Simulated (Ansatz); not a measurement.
# Ni: strong compression

Aim: compress Ni (fcc type) step by step, far beyond the usual range, and follow pressure and electronic structure. The runs shown use PAW. Its runs: cell relaxed at zero pressure (PAW); volume scaled by 1 (PAW); volume scaled by 0.92 (PAW); volume scaled by 0.84 (PAW); volume scaled by 0.76 (PAW); volume scaled by 0.68 (PAW); volume scaled by 0.6 (PAW); volume scaled by 0.52 (PAW); volume scaled by 0.45 (PAW and PAW (cutoff 250 eV)).

Computed with Ansatz 0.2.0 (DFT, PBE, PAW with Ansatz's default frozen-core files, scalar-relativistic, unless a step's input says otherwise).

## Step 1: The starting structure

Symmetry: Fm-3m, No. 225, cubic system. The conventional cell has a = 3.519 Å, b = 3.519 Å, c = 3.519 Å, α = 90.00°, β = 90.00°, γ = 90.00°. Ni (site symmetry m-3m) is surrounded by 12 Ni at 2.49 Å.

Structure file:

```
CELL_PARAMETERS angstrom
0.00000 1.75970 1.75970
1.75970 0.00000 1.75970
1.75970 1.75970 0.00000
ATOMIC_POSITIONS crystal
Ni 0.00000 0.00000 0.00000
```

Whether this phase is the stable one at these pressures isn't tested.

## Step 2: Cell relaxed at zero pressure, PAW

input.yaml

```yaml
crystal:
  lattice:
    - [0.0, 1.7597012234, 1.7597012234]
    - [1.7597012234, 0.0, 1.7597012234]
    - [1.7597012234, 1.7597012234, 0.0]
  atoms:
    - { symbol: Ni, position: [0.0, 0.0, 0.0] }
kpoints:
  mp_grid: { grid: [21, 21, 21] }
scf:
  occupations: { method: fermi_dirac, width: 0.05 }
hamiltonian:
  xc: pbe
  pseudopotentials: { kind: paw }
output:
  forces: true
  stress: true
relax:
  f_tol: 0.005
  max_steps: 40
  cell: {}
```

Command:

```
> ansatz run input.yaml --threads 1 --pin off --max-ram 2048MiB --backend cpu --events-out ev --progress --plain --runs-dir out
```

The runs that follow: Volume scaled by 1, PAW; Volume scaled by 0.92, PAW; Volume scaled by 0.84, PAW; Volume scaled by 0.76, PAW; Volume scaled by 0.68, PAW; Volume scaled by 0.6, PAW; Volume scaled by 0.52, PAW; Volume scaled by 0.45, PAW; Volume scaled by 0.45, PAW (cutoff 250 eV).

Q: Predict the outcome of this session. Wanted: PAW pressure at 0.45 of the volume; fitted bulk modulus at zero pressure.

The runs gave:

| quantity | value |
| --- | --- |
| PAW pressure at 0.45 of the volume | 1058.4 GPa |
| PAW (cutoff 250 eV) pressure at 0.45 of the volume | 1098.7 GPa |
| fitted bulk modulus at zero pressure (PAW) | 213 GPa |
| its pressure derivative | 4.50 |

At 0.45 of the starting volume PAW gives 1058 GPa. A third-order Birch-Murnaghan curve fits the range only roughly (B₀ = 213 GPa, B′ = 4.50, misfit at most 8.03 GPa). A fit over so wide a range leans to the high pressures, so B₀ can be off by several per cent. No all-electron run checks these rows here, and frozen cores can fail under such compression. The ions are at rest, and the electrons smeared by 0.05 eV. Spin polarisation is left out here, though a magnetic state may lie well lower.

Real Ni is ferromagnetic; without spin these runs don't describe its ground state.
